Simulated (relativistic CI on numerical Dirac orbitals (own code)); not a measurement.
# V: the cost of one run

Program: relativistic CI on numerical Dirac orbitals (own code) version 3. Level of theory: charge-transfer multiplet model of a cubic metal-ligand cluster with up to 1 ligand holes, Slater and spin-orbit integrals from Dirac-Coulomb-Breit ions, Slater integrals scaled by 0.9. These are calculated values, not measurements, unless marked.

## (1) Starting point

```
ion                  : V⁺ (V II)
nuclear charge       : 23
electrons            : 22
d electrons          : 4
ligand holes at most : 1
parameters           : in eV; Veg, Vt2g hoppings, tenDq and tenDqL metal and ligand splittings (negative tenDq: tetrahedral), red the scaling of hopping with a core hole
temperature          : 300 K
widths               : Lorentz 0.4 eV, Gauss 0.3 eV
```

## (2) Upd = 7.2 eV

The run's settings:

```ini
cluster ion=V1+ d4 ligand_holes=1 slater_scale=0.9
Delta=9.9 Udd=5.6 Upd=7.2 tenDq=-0.45 tenDqL=0 Veg=1.1 Vt2g=-1.87 red=0.8
spectrum xas L2,3 T=300 lorentz=0.4 gauss=0.3
```

On the command line:

```bash
$ python run_levels.py task.json out
```

One command runs all members of the session, one after another, from task.json.

What time and memory should one allow on 1 thread of Intel Xeon Platinum 8559C, shared host?

About 5.3 s, with a peak of 0.2 GiB.
